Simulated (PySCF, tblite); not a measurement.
**C4H10BNO: geometry, infrared bands, NMR shifts, spin-spin couplings, electronic excitations and core binding energies**

Aim: predict the infrared bands, NMR shifts, spin-spin couplings, electronic excitations and core binding energies of C4H10BNO (`CB(C)N(C)C=O`).

The runs use tblite 0.8.0 and PySCF 2.14.0, with density-fitted response routines of our own; the level of theory stands in each step. All values are computed, except where a source is named. Atoms count from 0, in the outputs and in this text.

### 1 The starting structure

17 atoms, charge 0, multiplicity 1; geometry from: force field or distance geometry start.

Bonds of the start (Å): C0–B1 1.61, B1–C2 1.61, B1–N3 1.54, N3–C4 1.47, N3–C5 1.43, C5–O6 1.26, C0–H7 1.11, C0–H8 1.11, C0–H9 1.12, C2–H10 1.10, C2–H11 1.11, C2–H12 1.11, C4–H13 1.12, C4–H14 1.11, C4–H15 1.11, C5–H16 1.09.

### 2 Optimising the geometry with GFN2-xTB

Job settings and geometry (Å):

```
{"job": {"kind": "relax", "xc": "GFN2-xTB", "basis": "xTB"}, "charge": 0, "multiplicity": 1}
C      1.650700     0.989700     0.774100
B      0.626300    -0.075300     0.145700
C      1.209500    -1.515200    -0.268100
N     -0.860300     0.271300    -0.060900
C     -1.753100    -0.731700    -0.651900
C     -1.341000     1.594200     0.217100
O     -2.513500     1.936600    -0.075300
H      1.688100     1.892300     0.124800
H      2.669000     0.566000     0.860500
H      1.291300     1.285700     1.791400
H      2.294700    -1.564400    -0.118700
H      0.715900    -2.304700     0.342900
H      0.978200    -1.690500    -1.334400
H     -1.576400    -0.766400    -1.758500
H     -2.821400    -0.477100    -0.467000
H     -1.575200    -1.734400    -0.212200
H     -0.689800     2.335800     0.680400
```

Launch:

```
$ OMP_NUM_THREADS=1 python probes_run.py task.json out
```

The driver reads the jobs from task.json and runs them one after another.

**Question.** This job is followed by: GFN2-xTB harmonic vibrations, gas phase; PBE0-D3(BJ)/def2-SVP geometry optimisation, gas phase; GIAO PBE0/pcSseg-1 NMR shielding, non-relativistic, gas phase; B3LYP/pcJ-1 indirect spin-spin coupling, non-relativistic, gas phase; TDDFT B3LYP/def2-SVPD, vertical, gas phase, core orbitals frozen in the response; GIAO HF/pcSseg-1 NMR shielding, non-relativistic, gas phase; delta-SCF UKS SCAN, pcX-2 on the ionised atom, pcseg-1 elsewhere, spin-free X2C. Predict these results of the whole session: strongest single infrared mode (GFN2-xTB); zero-point energy (GFN2-xTB); point group; rotational constants (main isotopes); 13C shifts against TMS (PBE0/pcSseg-1, means over atoms taken as alike); 1H shifts against TMS (PBE0/pcSseg-1, means over atoms taken as alike); 11B shifts against BF3·OEt2 (PBE0/pcSseg-1); 15N shifts against NH3 (PBE0/pcSseg-1); 17O shifts against H2O (PBE0/pcSseg-1); largest coupling of the table (B3LYP/pcJ-1); lowest singlet (B3LYP/def2-SVPD); brightest single state of those computed; lowest triplet; vertical ionisation energy (ΔSCF); C1s binding energies, SCAN/pcX-2; N1s binding energies, SCAN/pcX-2; O1s binding energies, SCAN/pcX-2; range of the shift of N3.

**Answer**, as computed:

| quantity | value |
| --- | --- |
| strongest single infrared mode (GFN2-xTB) | 1746 cm⁻¹, 573 km/mol |
| zero-point energy (GFN2-xTB) | 88.0 kcal/mol |
| point group | C1 |
| rotational constants (main isotopes) | 4.00, 1.92, 1.33 GHz |
| 13C shifts against TMS (PBE0/pcSseg-1, means over atoms taken as alike) | 168.4, 27.1, 7.5 ppm |
| 1H shifts against TMS (PBE0/pcSseg-1, means over atoms taken as alike) | 8.64, 2.92, 0.78 ppm |
| 11B shifts against BF3·OEt2 (PBE0/pcSseg-1) | 56.3 ppm |
| 15N shifts against NH3 (PBE0/pcSseg-1) | 188.9 ppm |
| 17O shifts against H2O (PBE0/pcSseg-1) | 484.9 ppm |
| largest coupling of the table (B3LYP/pcJ-1) | 1J(C,H) C5–H16, 207.3 Hz |
| lowest singlet (B3LYP/def2-SVPD) | 4.99 eV (249 nm), f = 0.001 |
| brightest single state of those computed | state 2, 6.30 eV, f = 0.247 |
| lowest triplet | 4.53 eV |
| vertical ionisation energy (ΔSCF) | 9.86 eV |
| C1s binding energies, SCAN/pcX-2 | C5 293.69, C4 291.70, C0 290.25 eV |
| N1s binding energies, SCAN/pcX-2 | N3 405.53 eV |
| O1s binding energies, SCAN/pcX-2 | O6 537.33 eV |
| range of the shift of N3 | 158.1 to 188.9 ppm |

No mode is imaginary among the 45: a minimum at this level. The strongest single mode, at 1746 cm⁻¹, moves mainly C5 and O6. Unscaled tight-binding wavenumbers are off by several per cent, some by more. Its intensities can rank the bands wrongly. Relaxing lowered the energy by 0.172 eV in 7 steps; the close pair that moved most is B1–N3, from 1.392 to 1.442 Å (PBE0/def2-SVP). At PBE0/pcSseg-1: The largest span, 894 ppm, is at O6, where the paramagnetic term is -549 ppm. Of the pairs tabulated at B3LYP/pcJ-1, C5–H16 couples most strongly (207.3 Hz; Fermi contact 206.8 Hz). Couplings across rotatable bonds belong to this one conformer; where others are populated, the observed values are averages. The first singlet state (HOMO→LUMO 0.93) lies at 4.99 eV and is dark; of the 10 states computed, the strongest absorption comes from state 2 at 6.30 eV. The lowest triplet lies 0.45 eV below the lowest singlet (triplets in Tamm-Dancoff, singlets in full TDDFT). The orbital energy would give 7.52 eV for ionisation, ΔSCF gives 9.86 eV. C5 (amide carbonyl carbon) binds its C1s electron 3.44 eV more tightly than C0 (methyl carbon bonded to B). In ppm, N3 moves most: its shift spreads over 30.8 ppm, from 158.1 (HF/pcSseg-1) to 188.9 (PBE0/pcSseg-1).
